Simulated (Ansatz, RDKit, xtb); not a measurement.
# C3H8ClGa: ranking a sample of isomers

Which of a sample of isomers of C3H8ClGa is the most stable in the gas at 298.15 K, and what are its properties? The sample is small against all isomers, and the most stable one of this formula need not be in it.

Plan: many cheap relaxations first (GFN2-xTB), then density-functional screening, relaxation at PBE-D3(BJ)/def2-SVP, vibrations (at GFN2-xTB) and a final energy. The numbers are computed, not measured.

## (1) Drawing up candidates

Isomers were taken from a list of plausible structures; this is a sample, not all of them. That gives 4 candidates.

```
label                   SMILES     spin
 c048    C[CH2][Ga]([CH3])[Cl]  singlet
 c242       C[CH2][GaH][CH2]Cl  singlet
 c763  [CH3][Ga]([CH3])[CH2]Cl  singlet
 c945    [CH3][GaH][C@@H](C)Cl  singlet
```

Candidates are built by distance geometry, with a force field where one applies, in up to four conformers (letters a to d).

**Question.** With final energies at CCSD(T)/def2-SVP + MP2/def2-TZVPP - MP2/def2-SVP, which structure will this search put lowest in free energy, and by what margin?

| quantity | value |
| --- | --- |
| lowest structure found | C[CH2][Ga]([CH3])[Cl], singlet |
| next finalist | [CH3][Ga]([CH3])[CH2]Cl, singlet, 36.3 kcal/mol higher in G |
| share at equilibrium, among the finalists | 100.0 % |

The lowest structure found is `C[CH2][Ga]([CH3])[Cl]`. Among the finalists first place is clear (36.3 kcal/mol); structures outside the list aren't covered. PBE-D3(BJ)/def2-SVP, HF/def2-SVP and MP2/def2-SVP already put its bonding pattern lowest among the structures in one piece. One minimum inside the window was never screened. The search is not exhaustive (a finite list of starts, one conformer a finalist), so a lower isomer can't be ruled out. Only 4 drawn patterns were tried, so whole families of isomers are missing, and the result ranks this sample alone. The lowest isomer need not be the one that is made and kept in a bottle, which depends on barriers.
